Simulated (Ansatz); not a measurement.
**C2H5NOSi: one species, many methods**

The task here is to estimate one member of a computed series from the others.

The runs use Ansatz 0.2.0, Gaussian basis; functionals in def2-TZVPP, the program's frozen cores in correlated methods.

Levels to be run: PBE-D4, r2SCAN-D4, PBE0-D4, B3LYP-D4, ωB97X-V, ωB97M-V, B2PLYP; CCSD(T)/def2-TZVPP; MP2/def2-QZVPP; extrapolation to the limit.

## Structure used throughout

The geometry comes from an earlier relaxation with PBE0-D4 in a triple-zeta def2 set; it is a stationary point, not always the lowest conformer.

SMILES `CO[SiH]1C=N1`, 10 atoms, charge 0, spin multiplicity 1.

Atoms are counted from 1 here; the program's logs count them from 0.

Bond lengths: C1–O2 1.412 Å, C1–H6 1.091 Å, C1–H7 1.093 Å, C1–H8 1.096 Å, O2–Si3 1.624 Å, Si3–C4 1.756 Å, Si3–N5 1.767 Å, Si3–H9 1.474 Å, C4–N5 1.290 Å, C4–H10 1.092 Å. Angles: O2–C1–H6 108.6°, O2–C1–H7 110.0°, O2–C1–H8 112.0°, H6–C1–H7 108.9°, H6–C1–H8 108.5°, H7–C1–H8 108.7°, C1–O2–Si3 125.1°, O2–Si3–C4 122.0°, O2–Si3–N5 120.7°, O2–Si3–H9 110.6°, C4–Si3–N5 42.9°, C4–Si3–H9 125.2°, N5–Si3–H9 118.8°, Si3–C4–N5 69.0°, Si3–C4–H10 163.2°, N5–C4–H10 127.7°, Si3–N5–C4 68.1°.

Coordinates:

```xyz
10

C    -1.7578    0.4793   -0.3578
O    -0.7265   -0.3867    0.0668
Si    0.8633   -0.0912   -0.0881
C     2.0759   -1.0849    0.7031
N     1.9015    0.0247    1.3370
H    -2.5697   -0.1226   -0.7688
H    -2.1371    1.0535    0.4916
H    -1.4164    1.1779   -1.1301
H     1.1156    0.8117   -1.2260
H     2.7344   -1.9128    0.9751
```

Set-up of the first run:

in.yaml reads:

```yaml
crystal:
  periodic: [false, false, false]
  atoms:
    - {symbol: C, position_ang: [-1.757755, 0.479335, -0.357785]}
    - {symbol: O, position_ang: [-0.726530, -0.386675, 0.066810]}
    - {symbol: Si, position_ang: [0.863347, -0.091248, -0.088123]}
    - {symbol: C, position_ang: [2.075867, -1.084926, 0.703139]}
    - {symbol: N, position_ang: [1.901502, 0.024746, 1.337043]}
    - {symbol: H, position_ang: [-2.569743, -0.122641, -0.768830]}
    - {symbol: H, position_ang: [-2.137064, 1.053479, 0.491584]}
    - {symbol: H, position_ang: [-1.416393, 1.177850, -1.130110]}
    - {symbol: H, position_ang: [1.115607, 0.811737, -1.226029]}
    - {symbol: H, position_ang: [2.734361, -1.912758, 0.975101]}
basis:
  gaussian: {orbitals: def2-TZVPP}
hamiltonian: {xc: pbe, dispersion: d4}
output: {forces: true, orbitals: {seedname: orbitals}}
```

On the command line:

```sh
$ ansatz run in.yaml --threads 4 --pin off --events-out ev --progress --plain --max-ram 10444MiB
```

Steps of the session up to this table: PBE-D4 (GGA); r2SCAN-D4 (meta-GGA); PBE0-D4 (hybrid); B3LYP-D4 (hybrid); ωB97X-V (range-separated); ωB97M-V (range-separated); B2PLYP (double hybrid); CCSD(T) in def2-TZVPP; MP2 in def2-QZVPP.

One of the session's tables, all rows but one given; the rest of the session is left out.

It belongs to the step «Atomisation energies». 

```
            method  atomisation energy (kcal/mol)
            PBE-D4                          947.2
         r2SCAN-D4                              ?
           PBE0-D4                          922.7
          B3LYP-D4                          922.1
           ωB97X-V                          926.3
           ωB97M-V                          926.4
            B2PLYP                          912.9
     HF/def2-TZVPP                          634.4
    MP2/def2-TZVPP                          913.9
   CCSD/def2-TZVPP                          875.1
CCSD(T)/def2-TZVPP                          892.8
           MP2/CBS                          942.6
       CCSD(T)/CBS                          921.4
```

Estimate the missing values for r2SCAN-D4.

The run gave: atomisation energy (kcal/mol): 922.5. In the column «atomisation energy (kcal/mol)» it lies between B3LYP-D4 (922.1) and PBE0-D4 (922.7).

Limits of these values: Free atoms (2 C, 1 O, 1 Si, 1 N, 5 H) were run apart at each level; the atomisation energy is their sum less the molecule, without zero-point or spin-orbit terms.
